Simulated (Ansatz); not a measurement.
**Li+ with C₂H₂: structure and interaction energy**

The task here is to estimate one member of a computed series from the others.

Method: PBE0-D4 structure, single points in def2-TZVPPD; program: Ansatz 0.2.0, Gaussian basis.

Levels: PBE-D4, revPBE-D4, BLYP-D4, r2SCAN-D4, B97M-V, PBE0-D4, B3LYP-D4, HSE06-D4, wB97X-V, wB97M-V, B2PLYP, Hartree-Fock, MP2, CCSD, CCSD(T). The reference is CCSD(T) extrapolated to the basis limit.

Correlated methods freeze the cores. The outer core shell of Li, Na, Mg and K is correlated. B3LYP uses VWN-RPA correlation. B2PLYP carries no dispersion term here.

163 further runs of the same task are left out: 163 set aside as unsound or not needed.

## The starting structure

The pair, from a GFN2-xTB docking trial: 5 atoms, charge 1, spin multiplicity 1.

Atoms are counted from 1 here; the program's logs count them from 0.

Bond lengths: Li1–C2 2.284 Å, Li1–C3 2.309 Å, C2–C3 1.205 Å, C2–H4 1.066 Å, C3–H5 1.065 Å. Angles: C2–Li1–C3 30.4°, Li1–C2–C3 75.9°, Li1–C2–H4 117.5°, C3–C2–H4 166.5°, Li1–C3–C2 73.6°, Li1–C3–H5 114.4°, C2–C3–H5 171.8°.

As a file:

```xyz
5

Li   -0.5178    1.7741   -0.1151
C     0.0766   -0.3028    0.6251
C     0.1278   -0.3940   -0.5756
H     0.1273   -0.4535    1.6791
H     0.1862   -0.6238   -1.6135
```

Atoms 1 to 1 are fragment A (Li+), the rest fragment B (C₂H₂).

The first run:

pre/in.yaml

```yaml
crystal:
  periodic: [false, false, false]
  atoms:
    - {symbol: Li, position_ang: [-0.517800, 1.774100, -0.115100]}
    - {symbol: C, position_ang: [0.076600, -0.302800, 0.625100]}
    - {symbol: C, position_ang: [0.127800, -0.394000, -0.575600]}
    - {symbol: H, position_ang: [0.127300, -0.453500, 1.679100]}
    - {symbol: H, position_ang: [0.186200, -0.623800, -1.613500]}
basis:
  gaussian: {orbitals: def2-SVP}
total_charge: 1
hamiltonian: {xc: pbe, dispersion: d4}
relax: {f_tol: 0.03, max_steps: 250}
```

Run with:

```sh
ansatz run in.yaml --threads 2 --pin off --events-out ev --progress --plain --max-ram 5222MiB
```

Among the steps run: A first relaxation in a small basis; Relaxation at PBE0-D4; wB97X-V/def2-TZVPPD; wB97M-V/def2-TZVPPD; B2PLYP/def2-TZVPPD; B97M-V/def2-TZVPPD; CCSD(T)/def2-TZVPPD; Hartree-Fock/STO-3G; SPW92/def2-SVP; wB97M-V/def2-SVP; CCSD(T)/def2-SVP; Vibrations of the pair.

One table of the session follows, with a row left open; its other results are not shown here.

```
      method  interaction (meV)
      PBE-D4                  ?
   revPBE-D4               -952
     BLYP-D4               -958
   r2SCAN-D4               -909
      B97M-V               -921
     PBE0-D4               -990
    B3LYP-D4               -978
    HSE06-D4               -990
     wB97X-V               -961
     wB97M-V               -965
      B2PLYP               -940
Hartree-Fock               -942
         MP2               -871
        CCSD               -891
     CCSD(T)               -881
 CCSD(T)/CBS               -921
```

Q: Estimate the row for PBE-D4 from the others.

**Answer.** interaction (meV): -976. In the column «interaction (meV)» it lies between B3LYP-D4 (-978) and wB97M-V (-965).
